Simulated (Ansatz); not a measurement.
This script makes a ladder of basis sets of BBrHO, SMILES O[B]Br with Ansatz's Python interface.

`bbrho.py`
```python
"""Basis-set convergence for BBrHO."""

import ansatz

SETTINGS = {
    "functional": "pbe0",
}

mol = (
    ansatz.Crystal.molecule()
    .atom("O", (-0.1685, 0.4818, -0.8628))
    .atom("B", (-0.5898, -0.4241, 0.1713))
    .atom("Br", (0.7924, -1.5055, 1.0684))
    .atom("H", (0.0215, 1.3874, -0.3972))
)

job = (
    mol.calculation()
    .functional(SETTINGS["functional"])
    .spin("collinear", total=1)
)

energies = {}
for basis in ["cc-pVDZ", "cc-pVTZ"]:
    summary = job.basis(gaussian=basis).run(threads=1, backend="cpu").report
    size = summary["n_frozen"] + summary["n_occupied"][0] + summary["n_virtual"][0]
    energies[basis] = (summary["reference_energy_ev"] / 27.211386246, summary["free_energy_ev"] / 27.211386246)
    print(f"{basis:14s} {size:4d} orbitals  reference {energies[basis][0]:14.6f} Ha  total {energies[basis][1]:14.6f} Ha")

last = energies["cc-pVTZ"][1]
for basis, (_, total) in energies.items():
    print(f"{basis:14s} lies {27.211386 * (total - last):9.4f} eV above cc-pVTZ")
```

How far does the total energy move along this ladder of basis sets?

Against cc-pVDZ: cc-pVTZ -105.0 mHa. The last step alone is -104.96 mHa. From the first set to the last the time grows from 2.5 to 4.5 s.

The run itself:

`python bbrho.py` gives:
```text
cc-pVDZ          60 orbitals  reference   -2674.383507 Ha  total   -2674.383507 Ha
cc-pVTZ         117 orbitals  reference   -2674.488466 Ha  total   -2674.488466 Ha
cc-pVDZ        lies    2.8561 eV above cc-pVTZ
cc-pVTZ        lies    0.0000 eV above cc-pVTZ
```

The drop along the ladder measures the basis error, and is no property of the molecule. The geometry is a force-field or estimated start, not a minimum of this method, and the last set is no limit. Much of the fall in a total is atomic energy, which cancels in bond and reaction energies. The species is open-shell (spin multiplicity 2). Finished in 7.4 s on 1 thread of Arm Neoverse V1, with other jobs on the host, peak memory 0.32 GiB.
